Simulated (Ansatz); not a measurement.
# MgH2Se (SMILES [MgH][SeH]): functionals against CCSD(T) at one geometry

How do the functionals fare away from a minimum? The structure is a structure displaced at random from a GFN2-xTB minimum.

Method: single points in def2-TZVPP; program: Ansatz 0.2.0, Gaussian basis.

Cores are frozen in the correlated methods. Filled d shells of the heavier atoms are correlated. The outer core shell of Li, Na, Mg and K is correlated.

## 1. Where the work starts

SMILES `[MgH][SeH]`, 4 atoms, charge 0, spin multiplicity 1.

Atoms are counted from 1 here; the program's logs count them from 0.

Bond lengths: Mg1–Se2 2.285 Å, Mg1–H3 1.628 Å, Se2–H4 1.572 Å. Angles: Se2–Mg1–H3 163.6°, Mg1–Se2–H4 104.3°.

Coordinates:

```
Mg    0.0478   -0.7652    0.4089
Se   -0.3481    0.9053   -1.0998
H     0.0405   -2.1873    1.2020
H     0.3420    2.1691   -0.4686
```

## 2. CCSD(T)/def2-TZVPP

The input, run/in.yaml:

```yaml
crystal:
  periodic: [false, false, false]
  atoms:
    - {symbol: Mg, position_ang: [0.047800, -0.765200, 0.408900]}
    - {symbol: Se, position_ang: [-0.348100, 0.905300, -1.099800]}
    - {symbol: H, position_ang: [0.040500, -2.187300, 1.202000]}
    - {symbol: H, position_ang: [0.342000, 2.169100, -0.468600]}
basis:
  gaussian: {orbitals: def2-TZVPP}
correlation: {method: ccsd_t}
output: {forces: true}
```

No record of the launch command was kept for these runs.

## 3. PBE0-D4/def2-TZVPP

run/in.yaml: that of step 2 with these lines changed.

```diff
@@ -9,3 +9,3 @@
   gaussian: {orbitals: def2-TZVPP}
-correlation: {method: ccsd_t}
-output: {forces: true}
+hamiltonian: {xc: pbe0, dispersion: d4}
+output: {forces: true, orbitals: {seedname: orbitals}}
```

## 4. wB97M-V/def2-TZVPP

run/in.yaml: that of step 3 with these lines changed.

```diff
@@ -9,3 +9,3 @@
   gaussian: {orbitals: def2-TZVPP}
-hamiltonian: {xc: pbe0, dispersion: d4}
-output: {forces: true, orbitals: {seedname: orbitals}}
+hamiltonian: {xc: {name: wB97M-V}}
+output: {forces: true}
```

## 5. r2SCAN-D4/def2-TZVPP

run/in.yaml: that of step 4 with these lines changed.

```diff
@@ -9,3 +9,3 @@
   gaussian: {orbitals: def2-TZVPP}
-hamiltonian: {xc: {name: wB97M-V}}
+hamiltonian: {xc: r2scan, dispersion: d4}
 output: {forces: true}
```

## 6. PBE-D4/def2-TZVPP

run/in.yaml: that of step 5 with these lines changed.

```diff
@@ -9,3 +9,3 @@
   gaussian: {orbitals: def2-TZVPP}
-hamiltonian: {xc: r2scan, dispersion: d4}
+hamiltonian: {xc: pbe, dispersion: d4}
 output: {forces: true}
```

## 7. BHLYP-D4/def2-TZVPP

run/in.yaml: that of step 6 with these lines changed.

```diff
@@ -9,3 +9,3 @@
   gaussian: {orbitals: def2-TZVPP}
-hamiltonian: {xc: pbe, dispersion: d4}
+hamiltonian: {xc: {name: BHLYP}, dispersion: d4}
 output: {forces: true}
```

## 8. revPBE-D4/def2-TZVPP

run/in.yaml: that of step 7 with these lines changed.

```diff
@@ -9,3 +9,3 @@
   gaussian: {orbitals: def2-TZVPP}
-hamiltonian: {xc: {name: BHLYP}, dispersion: d4}
+hamiltonian: {xc: {name: revPBE}, dispersion: d4}
 output: {forces: true}
```

(Steps that only read results are left out.)

Before running it: what results should come out? Wanted: energy less free atoms, CCSD(T)/def2-TZVPP; RMS force component; RMS force error; HOMO and LUMO, PBE0-D4; T1 diagnostic.

**Answer**, as computed:

```
                                  quantity                                                                                              value
energy less free atoms, CCSD(T)/def2-TZVPP                                                                                    -179.2 kcal/mol
                       RMS force component                                                               0.949 to 1.075 eV/Å over the methods
                           RMS force error  PBE0-D4 0.063, wB97M-V 0.045, r2SCAN-D4 0.072, PBE-D4 0.151, BHLYP-D4 0.072, revPBE-D4 0.162 eV/Å
                    HOMO and LUMO, PBE0-D4                                                                                 -6.93 and -1.00 eV
                             T1 diagnostic                                                                                              0.008
```

Against CCSD(T) the functionals' energies less atoms differ by -9.8 to -0.3 kcal/mol, PBE-D4 by -4.2 kcal/mol. CCSD(T) in triple zeta still lacks some correlation energy of the bonds, so part of these gaps is its own basis error and they don't rank the functionals. The forces of wB97M-V come nearest to CCSD(T), those of revPBE-D4 are farthest. Frozen-core CCSD(T) forces in triple zeta carry basis errors of their own, and this is one geometry, so small gaps rank nothing.
